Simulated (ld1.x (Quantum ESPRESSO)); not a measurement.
**A TM potential for Co: one input and its neighbour**

Aim: run the settings below and read what the generator makes of them, then set beside them a closely related input and test what it gives.

Method: ld1.x (Quantum ESPRESSO) 7.5, BP86, scalar-relativistic.

**1. Starting point**

The settings as typed:

```json
{
 "element": "cobalt (Co, Z = 27)",
 "type": "norm-conserving Troullier–Martins (Kleinman–Bylander form)",
 "frozen core": "[Ne]",
 "valence charge": "17",
 "reference configuration": "3s2 3p6 3d7 4s2 4p0",
 "partial waves": "3p (bound): rc 1.38 bohr; 3d (bound): rc 2.06 bohr; 3s (bound): rc 1.58 bohr",
 "occupied shells without a wave": "4s",
 "local potential": "the s channel",
 "core correction": "not asked for"
}
```

**2. The first input**

Contents of Co.in:

```
 &input
   title='Co', zed=27., rel=1, dft='BP', iswitch=3,
   config='[Ar] 3d7 4s2 4p0',
   nld=3, rlderiv=2.25, eminld=-10.0, emaxld=5.0, deld=0.04
 /
 &inputp
   pseudotype=2, tm=.true., lloc=0,
   nlcc=.false.,
   file_pseudopw='Co.UPF', file_wfcaegen='ae.wfc', file_wfcncgen='nc.wfc', file_beta='beta', file_chi='chi'
 /
3
3P  2  1   6.00   0.00  1.38  1.38  0.0
3D  3  2   7.00   0.00  2.06  2.06  0.0
3S  1  0   2.00   0.00  1.58  1.58  0.0
 &test
   configts(1)='3s2 3p6 3d7 4s2 4p0'
 /
```

On the command line:

```sh
$ ld1.x < Co.in > Co.out
```

What the program wrote to Co.out (without the banner and most projector matrices):

```text
[... the first 79 lines are left out ...]
     [... 2 repeated lines left out ...]
       (This warning will only be printed once per wavefunction)

     Computing logarithmic derivative in   2.24888
     Computing the partial wave expansion
       no projector for channel:   0
     R is outside the sphere for l=    1 j= 0.00
     R is outside the sphere for l=    2 j= 0.00

     ---------------------- Testing the pseudopotential ----------------------

     Co
     scalar relativistic calculation

     atomic number is 27.00   valence charge is 17.00
     dft =BP   lsd =0 sic =0 latt =0  beta=0.20 tr2=1.0E-14
     mesh =1193 r(mesh) =  99.89935 xmin = -7.00 dx = 0.01250

     n l     nl             e AE (Ry)        e PS (Ry)    De AE-PS (Ry)
     1 0     3S   1( 2.00)       -7.53381       -0.00000       -7.53381  !
     2 1     3P   1( 6.00)       -4.83207       -0.85431       -3.97775  !
     3 2     3D   1( 7.00)       -0.61359       -0.05522       -0.55836  !
     2 0     4S   1( 2.00)       -0.41470       -0.04852       -0.36618  !
     3 1     4P   1( 0.00)       -0.10077       -0.10077        0.00000

     eps = 1.5E+00  iter =201

     Etot =   -2787.221598 Ry,   -1393.610799 Ha,  -37922.081729 eV
     Etotps =   -12.950834 Ry,      -6.475417 Ha,    -176.205074 eV

     Ekin =      79.342035 Ry,      39.671017 Ha,    1079.503377 eV
     Encl =     -95.596472 Ry,     -47.798236 Ha,   -1300.656255 eV
     Ehrt =       8.669590 Ry,       4.334795 Ha,     117.955781 eV
     Ecxc =      -5.365987 Ry,      -2.682994 Ha,     -73.007976 eV

     ---------------------- End of pseudopotential test ----------------------
```

Wall time 2.3 s (1 thread, shared host).

**3. Diagnosis**

A file is written, but the pseudo-atom does not reach self-consistency.

The neighbouring input differs in this: all radii scaled by 0.88 (s 1.40, p 1.22, d 1.82 bohr).

**4. The second input**

Contents of Co.in:

```
 &input
   title='Co', zed=27., rel=1, dft='BP', iswitch=3,
   config='[Ar] 3d7 4s2 4p0',
   nld=3, rlderiv=2.00, eminld=-10.0, emaxld=5.0, deld=0.04
 /
 &inputp
   pseudotype=2, tm=.true., lloc=0,
   nlcc=.false.,
   file_pseudopw='Co.UPF', file_wfcaegen='ae.wfc', file_wfcncgen='nc.wfc', file_beta='beta', file_chi='chi'
 /
3
3P  2  1   6.00   0.00  1.22  1.22  0.0
3D  3  2   7.00   0.00  1.82  1.82  0.0
3S  1  0   2.00   0.00  1.40  1.40  0.0
 &test
   configts(1)='3s2 3p6 3d7 4s2 4p0'
 /
```

On the command line:

```sh
$ ld1.x < Co.in > Co.out
```

The output, Co.out (without the banner and most projector matrices):

```text
     Program LD1 v.7.5
     --------------------------- All-electron run ----------------------------

     Co
     scalar relativistic calculation

     atomic number is 27.00
     dft =BP   lsd =0 sic =0 latt =0  beta=0.20 tr2=1.0E-14
     Exchange-correlation= BP
                           (   1   1   1   1   0   0   0)
     mesh =1193 r(mesh) =  99.89935 a.u. xmin = -7.00 dx = 0.01250
     1 Ry =  13.60569312 eV, c = 137.03599908

     n l     nl                  e(Ry)          e(Ha)          e(eV)
     1 0     1S 1( 2.00)      -558.2774      -279.1387     -7595.7507
     2 0     2S 1( 2.00)       -66.1081       -33.0540      -899.4464
     2 1     2P 1( 6.00)       -56.6187       -28.3093      -770.3365
     3 0     3S 1( 2.00)        -7.5338        -3.7669      -102.5027
     3 1     3P 1( 6.00)        -4.8321        -2.4160       -65.7436
     3 2     3D 1( 7.00)        -0.6136        -0.3068        -8.3483
     4 0     4S 1( 2.00)        -0.4147        -0.2074        -5.6423
     4 1     4P 1( 0.00)        -0.1008        -0.0504        -1.3710

     final scf error:  4.1E-15 reached in  29 iterations

     Etot =   -2787.221598 Ry,   -1393.610799 Ha,  -37922.081729 eV

     Ekin =    2823.175813 Ry,    1411.587906 Ha,   38411.263737 eV
     Encl =   -6675.798234 Ry,   -3337.899117 Ha,  -90828.862125 eV
     Eh   =    1184.966292 Ry,     592.483146 Ha,   16122.287731 eV
     Exc  =    -119.565468 Ry,     -59.782734 Ha,   -1626.771072 eV

     normalization and overlap integrals

     s(1S/1S) =  1.000000  <r> =   0.0562  <r2> =    0.0042  r(max) =   0.0366
     s(2S/2S) =  1.000000  <r> =   0.2554  <r2> =    0.0770  r(max) =   0.2131
     s(2P/2P) =  1.000000  <r> =   0.2249  <r2> =    0.0621  r(max) =   0.1723
     s(3S/3S) =  1.000000  <r> =   0.7735  <r2> =    0.6912  r(max) =   0.6648
     s(3P/3P) =  1.000000  <r> =   0.8160  <r2> =    0.7865  r(max) =   0.6816
     s(3D/3D) =  1.000000  <r> =   1.0719  <r2> =    1.5595  r(max) =   0.6648
     s(4S/4S) =  1.000000  <r> =   2.8769  <r2> =    9.6484  r(max) =   2.3202
     s(4P/4P) =  1.000000  <r> =   4.2919  <r2> =   22.3707  r(max) =   3.2113

     ------------------------ End of All-electron run ------------------------

     --------------------- Generating NC pseudopotential ---------------------

      Generating local pot.: lloc=0, matching radius rcloc =   1.4000

      Wfc   3P  rcut= 1.226  Using Troullier-Martins method

      Wfc   3D  rcut= 1.830  Using Troullier-Martins method

     ------------------- End of pseudopotential generation -------------------

     [... the all-electron block is printed once more ...]


     Computing logarithmic derivative in   2.00959

       Warning: n=3, l=2 expected 0 nodes, found 1
       Setting wfc to zero for this iteration
       (This warning will only be printed once per wavefunction)

       Warning: n=2, l=0 expected 1 nodes, found 2
       Setting wfc to zero for this iteration
       (This warning will only be printed once per wavefunction)

     Message from routine run_pseudo:
     Warning: convergence not achieved
     Computing logarithmic derivative in   2.00959
     Computing the partial wave expansion
       no projector for channel:   0
     R is outside the sphere for l=    1 j= 0.00
     R is outside the sphere for l=    2 j= 0.00

     ---------------------- Testing the pseudopotential ----------------------

     Co
     scalar relativistic calculation

     atomic number is 27.00   valence charge is 17.00
     dft =BP   lsd =0 sic =0 latt =0  beta=0.20 tr2=1.0E-14
     mesh =1193 r(mesh) =  99.89935 xmin = -7.00 dx = 0.01250

     n l     nl             e AE (Ry)        e PS (Ry)    De AE-PS (Ry)
     1 0     3S   1( 2.00)       -7.53381       -7.53380       -0.00001
     2 1     3P   1( 6.00)       -4.83207       -4.83208        0.00001
     3 2     3D   1( 7.00)       -0.61359       -0.61359        0.00000
     2 0     4S   1( 2.00)       -0.41470       -0.51804        0.10334  !
     3 1     4P   1( 0.00)       -0.10077       -0.11340        0.01263  !

     eps = 5.2E-13  iter =201

     Etot =   -2787.221598 Ry,   -1393.610799 Ha,  -37922.081729 eV
     Etotps =  -286.785337 Ry,    -143.392669 Ha,   -3901.913290 eV

     Ekin =     135.360569 Ry,      67.680285 Ha,    1841.674369 eV
     Encl =    -598.715450 Ry,    -299.357725 Ha,   -8145.938674 eV
     Ehrt =     246.078425 Ry,     123.039213 Ha,    3348.067537 eV
     Ecxc =     -28.767161 Ry,     -14.383581 Ha,    -391.397166 eV
     Epseu=     -40.741721 Ry,     -20.370861 Ha,    -554.319356 eV

     ---------------------- End of pseudopotential test ----------------------
```

Wall time 4.4 s (1 thread, shared host). (Generation and the later configuration tests together.)

All-electron and pseudo partial waves u(r) = r·R(r), from the program's wave files:

| r (bohr) | 3p AE | 3p PS | 3s AE | 3s PS |
| --- | --- | --- | --- | --- |
| 0.091 | -0.5353 | 0.0573 | -0.2076 | 0.2424 |
| 0.182 | -0.5352 | 0.2173 | -0.6740 | 0.4740 |
| 0.273 | -0.0653 | 0.4469 | -0.2761 | 0.6843 |
| 0.364 | 0.4593 | 0.6991 | 0.3489 | 0.8637 |
| 0.455 | 0.8558 | 0.9251 | 0.8533 | 1.0038 |
| 0.546 | 1.0896 | 1.0871 | 1.1502 | 1.0978 |
| 0.637 | 1.1851 | 1.1679 | 1.2639 | 1.1415 |
| 0.728 | 1.1827 | 1.1712 | 1.2500 | 1.1344 |
| 0.819 | 1.1196 | 1.1151 | 1.1603 | 1.0810 |
| 0.910 | 1.0235 | 1.0226 | 1.0335 | 0.9907 |
| 1.001 | 0.9135 | 0.9134 | 0.8947 | 0.8768 |
| 1.092 | 0.8013 | 0.8013 | 0.7589 | 0.7535 |
| 1.183 | 0.6940 | 0.6940 | 0.6341 | 0.6331 |
| 1.274 | 0.5953 | 0.5953 | 0.5237 | 0.5237 |
| 1.365 | 0.5070 | 0.5070 | 0.4288 | 0.4288 |
| 1.456 | 0.4292 | 0.4292 | 0.3486 | 0.3486 |
| 1.547 | 0.3617 | 0.3617 | 0.2818 | 0.2818 |
| 1.638 | 0.3037 | 0.3037 | 0.2268 | 0.2268 |
| 1.729 | 0.2543 | 0.2543 | 0.1819 | 0.1819 |
| 1.820 | 0.2124 | 0.2124 | 0.1454 | 0.1454 |
| 1.911 | 0.1770 | 0.1770 | 0.1159 | 0.1159 |
| 2.002 | 0.1473 | 0.1473 | 0.0922 | 0.0922 |
| 2.093 | 0.1224 | 0.1224 | 0.0732 | 0.0732 |
| 2.184 | 0.1015 | 0.1015 | 0.0581 | 0.0581 |
| 2.275 | 0.0842 | 0.0842 | 0.0460 | 0.0460 |
| 2.366 | 0.0697 | 0.0697 | 0.0364 | 0.0364 |

(Part 1 of 2 ends here.)
